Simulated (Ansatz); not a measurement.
Here is an Ansatz input file for CH8AlBSi, SMILES [AlH2][BH]C[SiH3]. Write the same calculation for the Python package.

```yaml
crystal:
  periodic: [false, false, false]
  atoms:
    - { symbol: Al, position_ang: [-1.5451, 1.6127, -0.28] }
    - { symbol: B, position_ang: [-0.0254, 0.8917, 0.8229] }
    - { symbol: C, position_ang: [0.2513, -0.6637, 0.8532] }
    - { symbol: Si, position_ang: [1.1039, -1.2222, -0.7548] }
    - { symbol: H, position_ang: [-2.4553, 0.6727, -1.2301] }
    - { symbol: H, position_ang: [-1.9279, 3.234, -0.2414] }
    - { symbol: H, position_ang: [0.592, 1.6268, 1.5475] }
    - { symbol: H, position_ang: [-0.6154, -1.2078, 1.0555] }
    - { symbol: H, position_ang: [1.0102, -0.856, 1.7254] }
    - { symbol: H, position_ang: [2.2735, -0.4867, -0.9857] }
    - { symbol: H, position_ang: [0.0666, -0.9946, -1.8245] }
    - { symbol: H, position_ang: [1.3485, -2.662, -0.654] }
basis:
  gaussian:
    orbitals: "6-31G*"
hamiltonian:
  xc: pbe0
relax:
  f_tol: 0.005
```

The script, `opt.py`:
```python
'''Minimum-energy structure of CH8AlBSi.'''

from dataclasses import dataclass

import ansatz as az
import numpy as np


@dataclass(frozen=True)
class Settings:
    basis: str = '6-31G*'
    functional: str = 'pbe0'


opts = Settings()

mol = (
    az.Crystal.molecule()
    .atom('Al', (-1.5451, 1.6127, -0.28))
    .atom('B', (-0.0254, 0.8917, 0.8229))
    .atom('C', (0.2513, -0.6637, 0.8532))
    .atom('Si', (1.1039, -1.2222, -0.7548))
    .atom('H', (-2.4553, 0.6727, -1.2301))
    .atom('H', (-1.9279, 3.234, -0.2414))
    .atom('H', (0.592, 1.6268, 1.5475))
    .atom('H', (-0.6154, -1.2078, 1.0555))
    .atom('H', (1.0102, -0.856, 1.7254))
    .atom('H', (2.2735, -0.4867, -0.9857))
    .atom('H', (0.0666, -0.9946, -1.8245))
    .atom('H', (1.3485, -2.662, -0.654))
)

job = (
    mol.calculation()
    .basis(gaussian=opts.basis)
    .functional(opts.functional)
)
symbols = [site.symbol for site in mol.cartesian_sites]
start = np.array([site.position_ang for site in mol.cartesian_sites], dtype=float)
def progress(event):
    if event['event'] == 'relax_step':
        row = event['data']
        print(f'step {row["step"]:3d}  E = {row["lagrangian_ev"]:.6f} eV  max force {row["allowed_force_max_ev_ang"]:.4f} eV/A')


summary = job.relax(force_tolerance=0.005).session().plan().execute(on_event=progress).report
end = np.array(summary['positions_ang'])

for key in ('converged', 'free_energy_ev', 'reference_energy_ev', 'n_frozen', 'n_occupied', 'n_virtual'):
    print(f'{key:22s} {summary[key]}')

print('bond        before    after (A)')
for i, j in [(0, 1), (0, 4), (0, 5), (1, 2), (1, 6), (2, 3), (2, 7), (2, 8), (3, 9), (3, 10), (3, 11)]:
    d0, d1 = (np.linalg.norm(xyz[i] - xyz[j]) for xyz in (start, end))
    print(f'{symbols[i]}{i}-{symbols[j]}{j}'.ljust(10), f'{d0:8.4f} {d1:8.4f}')
for i, j, k in [(1, 0, 4), (1, 0, 5), (4, 0, 5), (0, 1, 2), (0, 1, 6), (2, 1, 6), (1, 2, 3), (1, 2, 7)]:
    u, v = end[i] - end[j], end[k] - end[j]
    print(f'angle {symbols[i]}{i}-{symbols[j]}{j}-{symbols[k]}{k}: {np.degrees(np.arccos(np.clip(u @ v / np.linalg.norm(u) / np.linalg.norm(v), -1, 1))):.2f} deg')
with open('ch8albsi_opt.xyz', 'w') as handle:
    handle.write(f'{len(symbols)}\nrelaxed CH8AlBSi\n')
    handle.writelines(f'{s:2s} {x:11.6f} {y:11.6f} {z:11.6f}\n' for s, (x, y, z) in zip(symbols, end))
```

```console
$ python opt.py
step   1  E = -16306.244728 eV  max force 3.6889 eV/A
step   2  E = -16306.741269 eV  max force 1.2181 eV/A
step   3  E = -16306.821202 eV  max force 0.4761 eV/A
step   4  E = -16306.840167 eV  max force 0.3888 eV/A
step   5  E = -16306.850218 eV  max force 0.1556 eV/A
step   6  E = -16306.857207 eV  max force 0.1036 eV/A
step   7  E = -16306.869029 eV  max force 0.0848 eV/A
step   8  E = -16306.878591 eV  max force 0.2015 eV/A
step   9  E = -16306.883439 eV  max force 0.3586 eV/A
step  10  E = -16306.896512 eV  max force 0.2551 eV/A
step  11  E = -16306.913502 eV  max force 0.1093 eV/A
step  12  E = -16306.921459 eV  max force 0.2772 eV/A
step  13  E = -16306.931651 eV  max force 0.2370 eV/A
step  14  E = -16306.935872 eV  max force 0.0994 eV/A
step  15  E = -16306.939504 eV  max force 0.0932 eV/A
step  16  E = -16306.908569 eV  max force 0.7689 eV/A
step  17  E = -16306.940300 eV  max force 0.0385 eV/A
step  18  E = -16306.940960 eV  max force 0.0264 eV/A
step  19  E = -16306.941107 eV  max force 0.0273 eV/A
step  20  E = -16306.941255 eV  max force 0.0208 eV/A
step  21  E = -16306.941373 eV  max force 0.0204 eV/A
step  22  E = -16306.941536 eV  max force 0.0143 eV/A
step  23  E = -16306.941654 eV  max force 0.0125 eV/A
step  24  E = -16306.941787 eV  max force 0.0163 eV/A
step  25  E = -16306.941865 eV  max force 0.0173 eV/A
step  26  E = -16306.942082 eV  max force 0.0259 eV/A
step  27  E = -16306.942130 eV  max force 0.0329 eV/A
step  28  E = -16306.942287 eV  max force 0.0290 eV/A
step  29  E = -16306.942354 eV  max force 0.0214 eV/A
step  30  E = -16306.942456 eV  max force 0.0116 eV/A
step  31  E = -16306.942506 eV  max force 0.0087 eV/A
step  32  E = -16306.942544 eV  max force 0.0056 eV/A
step  33  E = -16306.942571 eV  max force 0.0048 eV/A
step  34  E = -16306.942594 eV  max force 0.0048 eV/A
step  35  E = -16306.942612 eV  max force 0.0091 eV/A
step  36  E = -16306.942626 eV  max force 0.0085 eV/A
step  37  E = -16306.942611 eV  max force 0.0119 eV/A
step  38  E = -16306.942638 eV  max force 0.0055 eV/A
step  39  E = -16306.942642 eV  max force 0.0026 eV/A
converged              True
free_energy_ev         -16306.942680261325
reference_energy_ev    -16306.942680261325
n_frozen               0
n_occupied             [23, 23]
n_virtual              [61, 61]
bond        before    after (A)
Al0-B1       2.0114   2.1345
Al0-H4       1.6170   1.6040
Al0-H5       1.6663   1.6043
B1-C2        1.5801   1.5466
B1-H6        1.2027   1.2086
C2-Si3       1.9038   1.9097
C2-H7        1.0431   1.0969
C2-H8        1.1720   1.0974
Si3-H9       1.4008   1.4891
Si3-H10      1.5073   1.4889
Si3-H11      1.4639   1.4896
angle B1-Al0-H4: 122.59 deg
angle B1-Al0-H5: 121.11 deg
angle H4-Al0-H5: 116.26 deg
angle Al0-B1-C2: 127.19 deg
angle Al0-B1-H6: 117.30 deg
angle C2-B1-H6: 115.38 deg
angle B1-C2-Si3: 103.74 deg
angle B1-C2-H7: 116.89 deg
```

Notes:
- Total energies depend on the basis set; only differences at equal settings carry meaning.
- The end point is the stationary point reached from this start; no frequency run checks that it is a minimum, and the basis set is modest.
- Timing: 3 min on 1 thread of Arm Neoverse V2 (shared host), peak memory 0.24 GiB.

(Lines on the test bed's own set-up are left out of the output.)
